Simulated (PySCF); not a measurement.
# Br2⁻ at other levels of theory

What do other methods print for Br2⁻?

Method: each script names its method and basis; program: PySCF 2.14.0.

3 further runs of the same task are left out: 3 that didn't finish.

### Step 1. Starting geometry

Br2⁻: 2 atoms, charge -1, spin multiplicity 2.

Bond lengths: Br1–Br2 2.097 Å.

### Step 2. The run that the others are compared with

The input, input.py:

```python
from pyscf import gto, scf

mol = gto.M(
    atom='Br 0 0 0; Br 0 0 2.097',
    basis='sto-3g',
    charge=-1,
    spin=1,
    verbose=4,
)
mf = scf.ROHF(mol)
mf.kernel()
mf.analyze()
print('orbital energies (hartree):', mf.mo_energy[..., max(0, mol.nelec[1]-3):mol.nelec[0]+3].round(4))
```

The run is started by

```console
$ python input.py
```

### Step 3. MP2 (UHF)

Variant 1 changes step after the SCF: analyze → mp2; SCF type: ROHF → UHF; frozen orbitals: none → 18.

The input, input.py:

```python
from pyscf import gto, scf, mp

mol = gto.M(
    atom='Br 0 0 0; Br 0 0 2.097',
    basis='sto-3g',
    charge=-1,
    spin=1,
    verbose=4,
)
mf = scf.UHF(mol)
mf.kernel()
mp.MP2(mf, frozen=18).kernel()
mf.dip_moment()
print('orbital energies (hartree):', [e[max(0, n-3):n+3].round(4) for e, n in zip(mf.mo_energy, mol.nelec)])
```

### Step 4. RHF

Variant 2 changes SCF type: ROHF → RHF.

input.py: that of step 2 with these lines changed.

```diff
@@ -9,3 +9,3 @@
 )
-mf = scf.ROHF(mol)
+mf = scf.RHF(mol)
 mf.kernel()
```

### Step 5. MP2 (UHF)

Variant 3 changes step after the SCF: analyze → mp2; SCF type: ROHF → UHF.

The input, input.py:

```python
from pyscf import gto, scf, mp

mol = gto.M(
    atom='Br 0 0 0; Br 0 0 2.097',
    basis='sto-3g',
    charge=-1,
    spin=1,
    verbose=4,
)
mf = scf.UHF(mol)
mf.kernel()
mp.MP2(mf).kernel()
mf.dip_moment()
print('orbital energies (hartree):', [e[max(0, n-3):n+3].round(4) for e, n in zip(mf.mo_energy, mol.nelec)])
```

### Step 6. TDHF (UHF)

Variant 4 changes step after the SCF: analyze → tddft; SCF type: ROHF → UHF; number of roots: none → 3.

The input, input.py:

```python
from pyscf import gto, scf, tdscf

mol = gto.M(
    atom='Br 0 0 0; Br 0 0 2.097',
    basis='sto-3g',
    charge=-1,
    spin=1,
    verbose=4,
)
mf = scf.UHF(mol)
mf.kernel()
td = tdscf.TDHF(mf)
td.nstates = 3
td.kernel()
td.analyze()
mf.dip_moment()
print('orbital energies (hartree):', [e[max(0, n-3):n+3].round(4) for e, n in zip(mf.mo_energy, mol.nelec)])
```

Before running it: what results should come out? Wanted: for each run, E(SCF); from base; after the SCF.

**Answer**, as computed:

| run | E(SCF) (hartree) | from base (eV) | cycles | after the SCF |
| --- | --- | --- | --- | --- |
| base | -5089.070564 | 0 | 5 | n/a |
| MP2 (UHF) | -5089.070564 | 0.0000 | 5 | n/a |
| RHF | -5089.070564 | 0.0000 | 5 | n/a |
| MP2 (UHF) | -5089.070564 | 0.0000 | 5 | n/a |
| TDHF (UHF) | -5089.070564 | 0.0000 | 5 | lowest root found 6.85 eV |

The SCF energy stays the same, to the digits that matter, with RHF.
